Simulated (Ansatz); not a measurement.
# SiGeH₄ (singlet): the correlation ladder, cc-pVDZ

An exercise on one series of results from a longer session: the logs are not shown, and one member is left open.

Program: Ansatz 0.2.0, Gaussian basis. Level of theory: cc-pVDZ, core rule «outside noble gas», up to 19 orbitals frozen. These are calculated values, not measurements.

To be run: UHF; CCSD(T) on RHF; CCSD(T) on UHF; BCCD(T) on RHF; CISD; CCSDT(Q) on RHF; CASSCF and MRCISD+Q, 8 electrons in 8 orbitals; CASSCF and NEVPT2, 8 electrons in 8 orbitals.

9 further runs of the same task are left out: 3 that didn't finish, 6 set aside as unsound or not needed.

## What is computed

The geometry is a PBE0/def2-TZVP stationary point (not a proven minimum). No spin-orbit coupling is included. The filled d shell of Ge may be among the frozen orbitals whatever the setting's name suggests; the logs give the count.

6 atoms, charge 0, spin multiplicity 1.

Atoms are counted from 1 here; the program's logs count them from 0.

Bond lengths: Si1–Ge2 2.430 Å, Si1–H3 1.526 Å, Ge2–H4 1.541 Å, Ge2–H5 1.545 Å, Ge2–H6 1.544 Å. Angles: Ge2–Si1–H3 88.8°, Si1–Ge2–H4 114.3°, Si1–Ge2–H5 109.5°, Si1–Ge2–H6 110.7°, H4–Ge2–H5 107.4°, H4–Ge2–H6 107.5°, H5–Ge2–H6 107.0°.

Geometry (Å):

```mol
GeH4Si
  3D, bonds by distance, orders not assigned

  6  5  0  0  0  0  0  0  0  0999 V2000
   -0.0007   -0.0931    1.7691 Si  0  0
   -0.0001    0.0132   -0.6582 Ge  0  0
    0.0020    1.4326    1.8041 H   0  0
   -0.0315   -1.3611   -1.3540 H   0  0
    1.2699    0.7478   -1.1427 H   0  0
   -1.2124    0.8215   -1.1701 H   0  0
  1  2  8  0
  1  3  8  0
  2  4  8  0
  2  5  8  0
  2  6  8  0
M  END
```

Set-up of the first run:

in.yaml reads:

```yaml
crystal:
  periodic: [false, false, false]
  atoms:
    - {symbol: Si, position_ang: [-0.000654, -0.093078, 1.769086]}
    - {symbol: Ge, position_ang: [-0.000135, 0.013219, -0.658153]}
    - {symbol: H, position_ang: [0.002033, 1.432640, 1.804104]}
    - {symbol: H, position_ang: [-0.031486, -1.361054, -1.353967]}
    - {symbol: H, position_ang: [1.269853, 0.747832, -1.142672]}
    - {symbol: H, position_ang: [-1.212415, 0.821483, -1.170072]}
basis:
  gaussian: {orbitals: cc-pVDZ}
magnetization: {spin_polarized: true, initial_magnetization: 0}
hamiltonian: {xc: hf}
output: {orbitals: {seedname: orbitals}}
```

Launch:

```console
$ ansatz run in.yaml --threads 1 --pin off --events-out ev --progress --plain --max-ram 2393MiB
```

Steps of the session up to this table: UHF; CCSD(T) on RHF; CCSD(T) on UHF; BCCD(T) on RHF; CISD; CCSDT(Q) on RHF; CASSCF and MRCISD+Q, 8 electrons in 8 orbitals; CASSCF and NEVPT2, 8 electrons in 8 orbitals.

One table of the session follows, with a row left open; its other results are not shown here.

| method | from RCCSDT(Q) (meV) |
| --- | --- |
| RHF | +6462.0 |
| UHF | +6343.7 |
| RMP2 | +1496.4 |
| UMP2 | +1634.4 |
| CISD | +809.4 |
| RCCSD | +201.3 |
| UCCSD | +214.2 |
| RCCSD(T) | ? |
| UCCSD(T) | +50.8 |
| BCCD(T) | +40.4 |
| RCCSDT | +8.0 |
| RCCSDT(Q) | 0 |
| CASSCF frontier | +4758.2 |
| NEVPT2 frontier | +1401.6 |
| MRCISD frontier | +454.0 |
| MRCISD+Q frontier | +42.6 |

Estimate the missing values for RCCSD(T).

As computed: from RCCSDT(Q) (meV): +41.0. In the column «from RCCSDT(Q) (meV)» it lies between BCCD(T) (+40.4) and MRCISD+Q frontier (+42.6).

With the free atoms at the same levels and basis (separate runs), the atomisation energy is 13.541 eV at RCCSDT(Q), 13.520 eV at RCCSD(T), 13.510 eV at UCCSD(T), 10.419 eV at RHF.

Limits of these values: Warnings: restricted reference is unstable; spin contamination. Restricted and unrestricted rows rest on different reference determinants; where their highest levels disagree by more than a few hundredths of an eV, they describe different states and don't form one ladder.
